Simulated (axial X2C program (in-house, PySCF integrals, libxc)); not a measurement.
# SeCr: bond curves with and without spin–orbit coupling, part 2 of 2

Computed with an in-house X2C program for linear molecules on PySCF integrals; all-electron X2C, Se dyall-cv3z, Cr dyall-cv3z. The steps go on from the part before.

## (8) The spin-free curves together

Energy (eV) of the followed determinant, spin-free, from each level's lowest point:

| R (Å) | PBE0 | HF | MP2 (spin-contaminated) | CCSD | CCSD(T) | BHandHLYP |
| --- | --- | --- | --- | --- | --- | --- |
| 1.972 | 0.708 | 1.816 | 0.972 | n/a | n/a | 0.953 |
| 2.063 | 0.278 | 1.080 | 0.510 | 0.424 | 0.353 | 0.461 |
| 2.131 | 0.103 | 0.692 | 0.277 | 0.209 | 0.156 | 0.236 |
| 2.199 | 0.019 | 0.412 | 0.123 | 0.080 | 0.046 | 0.098 |
| 2.267 | 0.000 | 0.220 | 0.035 | 0.015 | 0.000 | 0.024 |
| 2.346 | 0.037 | 0.082 | 0.000 | 0.000 | 0.005 | 0.000 |
| 2.426 | 0.118 | 0.013 | 0.021 | 0.034 | 0.055 | 0.026 |
| 2.528 | 0.262 | 0.000 | 0.106 | 0.129 | 0.165 | 0.112 |
| 2.652 | 0.473 | 0.061 | 0.266 | n/a | n/a | 0.271 |
| 2.834 | 0.805 | 0.240 | 0.555 | n/a | n/a | 0.559 |

## (9) PBE0, 2c

State followed: Ω = 1 (excess of +ω over −ω: ω = -3/2, ω = 5/2). The scan is laid around 2.267 Å, a first estimate of the minimum, and this SCF restarts from the orbitals of the search.

Output at 2.267 Å:

```text
two-component X2C + atomic mean field  PBE0
basis functions 210  fitting functions 1198  grid points 5799
iter        total energy     max residual
   1      -3479.235462286     1.24e-05
   2      -3479.235462288     1.97e-05
converged
one-electron -5205.53933039  Coulomb 1674.31272693  exact exchange -33.70542596  xc functional -103.62274372  nuclear repulsion 190.47578479  atomic mean-field constant -1.15647393
```

Along the bond, energies from the lowest point:

```
R (Å)  E (eV)  μ (D)  HOMO (eV)  LUMO (eV)  iterations
1.972  0.7346   4.49      -5.39      -3.07          15
2.063  0.2962   4.78      -5.43      -3.17          13
2.131  0.1151   4.95      -5.44      -3.23          13
2.199  0.0244   5.08      -5.45      -3.27          13
2.267  0.0000   5.18      -5.46      -3.29           2
2.346  0.0313   5.27      -5.47      -3.31          12
2.426  0.1070   5.35      -5.48      -3.30          12
2.528  0.2459   5.45      -5.49      -3.29          13
2.652  0.4519   5.59      -5.49      -3.25          13
2.834  0.7786   5.80      -5.49      -3.18          13
```

Dipoles are positive if Cr is the positive end.

Outer spinors at the reference distance:

| ω | occupied | ε (eV) | atomic character | λ mixture |
| --- | --- | --- | --- | --- |
| -1/2 | yes | -18.17 | 79% Se s, 9% Cr p, 7% Cr d | 100% σ |
| 1/2 | yes | -17.21 | 77% Se s, 9% Cr p, 8% Cr d | 100% σ |
| 1/2 | yes | -7.88 | 47% Cr d, 44% Se p, 4% Se s | 99% σ, 1% π |
| -1/2 | yes | -7.75 | 76% Cr d, 22% Se p | 96% π, 4% σ |
| -1/2 | yes | -7.41 | 76% Se p, 10% Cr d, 8% Cr s | 96% σ, 4% π |
| -3/2 | yes | -7.15 | 100% Cr d | 100% δ |
| 5/2 | yes | -7.04 | 100% Cr d | 100% δ |
| 3/2 | yes | -6.99 | 79% Cr d, 19% Se p | 100% π |
| 1/2 | yes | -6.87 | 83% Se p, 11% Cr d, 4% Cr p | 97% π, 3% σ |
| -3/2 | yes | -6.64 | 85% Se p, 9% Cr d, 5% Cr p | 100% π |
| 1/2 | yes | -6.29 | 43% Cr s, 33% Cr d, 23% Se p | 98% σ, 2% π |
| -1/2 | yes | -5.46 | 66% Se p, 22% Cr d, 12% Cr p | 100% π |
| 3/2 | no | -3.29 | 60% Se p, 21% Cr d, 18% Cr p | 100% π |
| 1/2 | no | -2.63 | 39% Cr p, 31% Cr s, 18% Se p | 100% σ |
| -1/2 | no | -1.83 | 72% Cr s, 20% Cr p, 3% Cr d | 100% σ |
| -1/2 | no | -0.48 | 84% Cr p, 8% Se p, 5% Cr d | 100% π |

PBE0 fields in the half plane through the axis: z from -2.4 to 4.5 Å across, distance from the axis 0.15 to 2.25 Å upwards; Se lies at z = 0 and Cr at z = 2.267 Å; the ELF is damped to zero where the density is low.

log10 density (e/bohr³). Ten even steps from '0' (-4.44 ) to '9' (1.42 ):
```
001112222222222222211100
011222333333333332221110
012233344433333333322110
112334444444444444332211
122344555555444554433211
123345566655555665543221
123445677765556777543221
223455689866567897643221
```

ELF. Ten even steps from '0' (0.00 ) to '9' (0.83 ):
```
000001222221112222210000
000123445443223333321000
001245677665433333332100
002468899887532233321100
013689999998622333211000
024799853588523664210000
025899425238527998410000
036898292927439249610000
```

Re = 2.264 Å, ωe = 301 cm⁻¹, ωexe = 1.22 cm⁻¹, Be = 0.1045 cm⁻¹, De = 2.64 eV, μ = 5.18 D.

## (10) HF, 2c

The SCF at the reference distance of 2.267 Å:

```text
two-component X2C + atomic mean field  HF
basis functions 210  fitting functions 1198  grid points 5799
iter        total energy     max residual
   1      -3476.728996456     1.70e-01
   2      -3476.768447862     1.09e-02
   3      -3476.774594480     1.13e-02
   4      -3476.777077440     9.99e-03
   5      -3476.778908701     8.14e-03
   6      -3476.780120300     4.21e-03
   7      -3476.780466564     1.76e-03
   8      -3476.780533373     1.27e-03
   9      -3476.780580333     8.03e-04
  10      -3476.780607608     6.74e-04
  11      -3476.780632240     4.87e-04
  12      -3476.780654186     2.63e-04
  13      -3476.780664674     7.90e-05
  14      -3476.780666118     4.52e-05
  15      -3476.780666283     1.51e-05
  16      -3476.780666296     9.77e-06
  17      -3476.780666298     7.69e-06
  18      -3476.780666299     5.61e-06
  19      -3476.780666299     3.02e-06
  20      -3476.780666299     1.27e-06
converged
one-electron -5206.74060841  Coulomb 1675.71683281  exact exchange -135.07620157  xc functional 0.00000000  nuclear repulsion 190.47578479  atomic mean-field constant -1.15647393
```

Re = 2.498 Å, ωe = 233.2 cm⁻¹, ωexe = 0.746 cm⁻¹, Be = 0.08585 cm⁻¹, De = 1.04 eV, μ = 6.79 D.

## (11) BHandHLYP, 2c

The SCF at the reference distance of 2.267 Å:

```text
two-component X2C + atomic mean field  BHandHLYP
basis functions 210  fitting functions 1198  grid points 5799
iter        total energy     max residual
   1      -3479.646563860     4.53e-02
   2      -3479.650537317     6.26e-03
   3      -3479.650679779     9.55e-03
   4      -3479.651436105     4.02e-03
   5      -3479.651592661     1.90e-03
   6      -3479.651797236     1.35e-03
   7      -3479.651893615     6.63e-04
   8      -3479.651915463     3.56e-04
   9      -3479.651924657     2.48e-04
  10      -3479.651931419     8.67e-05
  11      -3479.651932103     1.56e-05
  12      -3479.651932134     7.55e-06
  13      -3479.651932135     3.27e-06
converged
one-electron -5206.49903410  Coulomb 1675.35834538  exact exchange -67.46718189  xc functional -70.36337238  nuclear repulsion 190.47578479  atomic mean-field constant -1.15647393
```

Re = 2.347 Å, ωe = 264.3 cm⁻¹, ωexe = 0.683 cm⁻¹, Be = 0.09719 cm⁻¹, De = 2.35 eV, μ = 5.62 D.

## (12) Correlated methods, 2c

Correlated methods: 12 electrons correlated (frozen shells, counted by type: Se 3 s, 2 p, 1 d; Cr 3 s, 2 p), 278 virtual spinors in MP2, 90 natural virtuals in coupled cluster.

Output of the correlated part at 2.267 Å:

```text
correlated 12  virtual 278  natural virtual 90  E(MP2) -0.250612293  MP2 remainder -0.011988182
iter   CCSD correlation   residual
   1     -0.253145909   1.09e-01
   2     -0.259531177   5.33e-02
   3     -0.262220191   3.30e-02
   4     -0.263361740   2.29e-02
   5     -0.264260726   1.35e-02
   6     -0.264531898   6.70e-03
   7     -0.264610327   2.89e-03
   8     -0.264624818   1.30e-03
   9     -0.264626151   6.77e-04
  10     -0.264638510   3.66e-04
  11     -0.264636702   1.58e-04
  12     -0.264639346   7.69e-05
  13     -0.264639118   3.76e-05
  14     -0.264639277   1.77e-05
  15     -0.264639470   7.91e-06
  16     -0.264639537   3.58e-06
  17     -0.264639563   1.64e-06
  18     -0.264639578   8.35e-07
(T) -0.011741679  T1 0.0592  D1 0.1784  max T2 0.078
```

MP2: No constants are quoted: the reference is strongly spin-contaminated.

CCSD: Re = 2.333 Å, ωe = 268.0 cm⁻¹, ωexe = 0.617 cm⁻¹, Be = 0.09837 cm⁻¹, De = 2.25 eV. T1 at Re = 0.037 (Lee–Taylor, the printed value over √2).

CCSD(T): Re = 2.307 Å, ωe = 274.4 cm⁻¹, ωexe = 0.615 cm⁻¹, Be = 0.1006 cm⁻¹, De = 2.39 eV. T1 at Re = 0.039 (Lee–Taylor, the printed value over √2).

## (13) A higher determinant, 2c

State: Ω = 3 (excess of +ω over −ω: ω = 1/2, ω = 5/2).

Output at the reference distance:

```text
two-component X2C + atomic mean field  PBE0
basis functions 210  fitting functions 1198  grid points 5799
iter        total energy     max residual
   1      -3479.229719974     1.52e-05
   2      -3479.229719970     3.05e-05
   3      -3479.229719979     8.50e-06
   4      -3479.229719980     5.70e-06
converged
one-electron -5205.40146329  Coulomb 1674.17301238  exact exchange -33.70296648  xc functional -103.61761345  nuclear repulsion 190.47578479  atomic mean-field constant -1.15647393
```

```
R (Å)  E above the lowest PBE0 point (eV)
1.972                               0.850
2.063                               0.425
2.131                               0.253
2.199                               0.172
2.267                               0.156
2.346                               0.197
2.426                               0.280
2.528                               0.427
2.652                               0.640
```

Re = 2.252 Å, ωe = 307 cm⁻¹, ωexe = 1.3 cm⁻¹, Be = 0.1056 cm⁻¹, μ = 5.26 D. Te = 0.16 eV.

## (14) The 2c curves together

Energy (eV) of the followed determinant, 2c, from each level's lowest point:

```
R (Å)   PBE0     HF  MP2 (spin-contaminated)   CCSD  CCSD(T)  BHandHLYP
1.972  0.735  1.835                    1.007    n/a      n/a      0.991
2.063  0.296  1.093                    0.527  0.448    0.374      0.487
2.131  0.115  0.701                    0.287  0.225    0.170      0.253
2.199  0.024  0.419                    0.129  0.089    0.053      0.108
2.267  0.000  0.225                    0.038  0.019    0.001      0.029
2.346  0.031  0.085                    0.000  0.000    0.000      0.000
2.426  0.107  0.015                    0.019  0.031    0.046      0.023
2.528  0.246  0.000                    0.102  0.124    0.155      0.106
2.652  0.452  0.060                    0.260    n/a      n/a      0.263
2.834  0.779  0.236                    0.547    n/a      n/a      0.547
```

The whole job took 4.4 min on 1 thread of Arm Neoverse V1, shared host.

## (15) What came out

This closing draws on all 2 parts.

Lowest determinant that the search found at its distance, spin-free: M_S = 2, Λ = 1 (beyond closed shells: σα, π+α, δ+α, δ-α).

Lowest determinant that the search found at its distance, 2c: Ω = 1 (excess of +ω over −ω: ω = -3/2, ω = 5/2).

| Hamiltonian | level | Re (Å) | ωe (cm⁻¹) | De (eV) | μ (D) |
| --- | --- | --- | --- | --- | --- |
| spin-free | PBE0 | 2.256 | 305 | 2.62 | 5.23 |
| spin-free | HF | 2.495 | 233.9 | 1.01 | 6.79 |
| spin-free | CCSD | 2.327 | 268.5 | 2.28 | n/a |
| spin-free | CCSD(T) | 2.299 | 276.0 | 2.43 | n/a |
| spin-free | BHandHLYP | 2.341 | 263.7 | 2.38 | 5.66 |
| 2c | PBE0 | 2.264 | 301 | 2.64 | 5.18 |
| 2c | HF | 2.498 | 233.2 | 1.04 | 6.79 |
| 2c | CCSD | 2.333 | 268.0 | 2.25 | n/a |
| 2c | CCSD(T) | 2.307 | 274.4 | 2.39 | n/a |
| 2c | BHandHLYP | 2.347 | 264.3 | 2.35 | 5.62 |

Dipoles are positive if Cr is the positive end. No constants: spin-free MP2 (the reference is strongly spin-contaminated); 2c MP2 (the reference is strongly spin-contaminated). Spin-free ⟨S²⟩ is off its pure value at PBE0 6.64, HF 7.04, BHandHLYP 6.86.

Time per point (s) on 1 thread of Arm Neoverse V1, shared host (2c runs; CCSD comes with the CCSD(T) run); the times are rough: PBE0 0.99, HF 0.92, CCSD(T) 7.7, BHandHLYP 1.2.

In words: At CCSD(T), going from spin-free to two-component changes Re by +8 mÅ, ωe by -0.6 %; the spin-free picture holds up (part of it comes from the scalar share of the two-electron terms). De moves by -0.04 eV; both De rest on single-determinant atoms, which can miss part of an open shell's spin–orbit lowering.

De refers to Se + Cr, each in the lowest determinant found, which need not be this curve's own limit. The state is a single determinant with fixed occupations, the lowest that a limited PBE0 search found. De is counted from the lowest determinant-based energies of the atoms at the same level, without counterpoise correction. Density functionals use the spin component along the axis (collinear). Coupled cluster ran in a truncated set of natural virtual spinors; the MP2 energy of the rest was added. With several unpaired electrons one determinant need not be a pure state. The spin-free determinant is spin-contaminated at some levels. T1 at Re is 0.041 (Lee–Taylor), above the customary mark of 0.02.
